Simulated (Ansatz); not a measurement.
# C12H18: geometry, orbitals and charge

Aim: characterise C12H18 as a singlet: its structure, frontier levels and distribution of charge.

The runs use Ansatz 0.2.0, Gaussian basis; RKS PBE0-D4/def2-TZVP.

Plan: relaxation at r2SCAN-D4/def2-SVP; a single point at PBE0-D4/def2-TZVP.

4 further runs of the same task are left out: 4 that didn't finish. Runs told in other sessions of the task aren't counted.

## (1) Where the work starts

SMILES `C=CC12CC3CC(CC(C3)C1)C2`, 30 atoms, charge 0, spin multiplicity 1.

Atoms are counted from 1 here; the program's logs count them from 0.

Bond lengths: C1–C2 1.320 Å, C1–H13 1.078 Å, C1–H14 1.076 Å, C2–C3 1.504 Å, C2–H15 1.084 Å, C3–C4 1.537 Å, C3–C11 1.530 Å, C3–C12 1.537 Å, C4–C5 1.527 Å, C4–H16 1.093 Å, C4–H17 1.093 Å, C5–C6 1.528 Å, C5–C10 1.528 Å, C5–H18 1.096 Å, C6–C7 1.528 Å, C6–H19 1.093 Å, C6–H20 1.093 Å, C7–C8 1.527 Å and more. Angles: C2–C1–H13 121.0°, C2–C1–H14 123.2°, H13–C1–H14 115.8°, C1–C2–C3 127.9°, C1–C2–H15 118.9°, C3–C2–H15 113.2°, C2–C3–C4 108.5°, C2–C3–C11 113.5°, C2–C3–C12 108.4°, C4–C3–C11 108.9°, C4–C3–C12 108.6°, C11–C3–C12 108.8°, C3–C4–C5 110.1°, C3–C4–H16 109.4°, C3–C4–H17 109.6°, C5–C4–H16 110.1°, C5–C4–H17 109.8°, H16–C4–H17 107.7° and more.

The start is a GFN2-xTB geometry.

## (2) Optimising with r2SCAN-D4/def2-SVP

File in.yaml:

```yaml
crystal:
  periodic: [false, false, false]
  atoms:
    - {symbol: C, position_ang: [3.243950, -0.669070, -1.046390]}
    - {symbol: C, position_ang: [2.501100, -0.161260, -0.081100]}
    - {symbol: C, position_ang: [1.001940, -0.059810, -0.024710]}
    - {symbol: C, position_ang: [0.619170, 1.420530, 0.127770]}
    - {symbol: C, position_ang: [-0.895220, 1.560390, 0.267410]}
    - {symbol: C, position_ang: [-1.365310, 0.797010, 1.504980]}
    - {symbol: C, position_ang: [-1.003910, -0.680050, 1.354150]}
    - {symbol: C, position_ang: [-1.686210, -1.250590, 0.112370]}
    - {symbol: C, position_ang: [-1.210560, -0.483730, -1.120520]}
    - {symbol: C, position_ang: [-1.578340, 0.992000, -0.975020]}
    - {symbol: C, position_ang: [0.305010, -0.625870, -1.263110]}
    - {symbol: C, position_ang: [0.509890, -0.823850, 1.214430]}
    - {symbol: H, position_ang: [4.318830, -0.686540, -0.968910]}
    - {symbol: H, position_ang: [2.832980, -1.088140, -1.948530]}
    - {symbol: H, position_ang: [2.990090, 0.243050, 0.797970]}
    - {symbol: H, position_ang: [0.968440, 1.977590, -0.745060]}
    - {symbol: H, position_ang: [1.112950, 1.838890, 1.008250]}
    - {symbol: H, position_ang: [-1.150530, 2.621290, 0.373590]}
    - {symbol: H, position_ang: [-2.446100, 0.906000, 1.622590]}
    - {symbol: H, position_ang: [-0.888990, 1.207470, 2.399050]}
    - {symbol: H, position_ang: [-1.338520, -1.230460, 2.241320]}
    - {symbol: H, position_ang: [-1.443020, -2.310720, 0.008360]}
    - {symbol: H, position_ang: [-2.771030, -1.164180, 0.209510]}
    - {symbol: H, position_ang: [-1.695830, -0.893340, -2.014090]}
    - {symbol: H, position_ang: [-2.662040, 1.099670, -0.885720]}
    - {symbol: H, position_ang: [-1.259110, 1.545940, -1.861170]}
    - {symbol: H, position_ang: [0.642470, -0.089980, -2.152950]}
    - {symbol: H, position_ang: [0.564940, -1.679950, -1.382440]}
    - {symbol: H, position_ang: [0.779500, -1.878540, 1.120300]}
    - {symbol: H, position_ang: [1.003430, -0.433760, 2.107660]}
basis:
  gaussian: {orbitals: def2-SVP}
hamiltonian: {xc: r2scan, dispersion: d4}
scf: {lower_state_search: "off"}
output: {orbitals: {seedname: orbitals}}
relax: {f_tol: 0.03, max_steps: 70}
```

On the command line:

```bash
$ ansatz run in.yaml --threads 4 --pin off --events-out ev --progress --plain --max-ram 6963MiB
```

The runs that follow: Single point, PBE0-D4/def2-TZVP.

Before running them: what should the planned runs give, taken together? Wanted: point group; commonest bond, hydrogen aside; HOMO, LUMO at PBE0-D4/def2-TZVP; dipole at r2SCAN-D4/def2-SVP.

**Answer**, as computed:

```
                       quantity                           value
                    point group                              Cs
 commonest bond, hydrogen aside  C–C, 14 of mean length 1.522 Å
HOMO, LUMO at PBE0-D4/def2-TZVP                  -7.18, 0.43 eV
   dipole at r2SCAN-D4/def2-SVP                          0.53 D
```

**Reading.** The molecule keeps its bonding pattern by the stored test; the atoms moved 0.03 Å (rms). No usable vibrations, so a minimum isn't proven. The point group is read from a loosely relaxed geometry; soft torsions can leave it below the true symmetry.
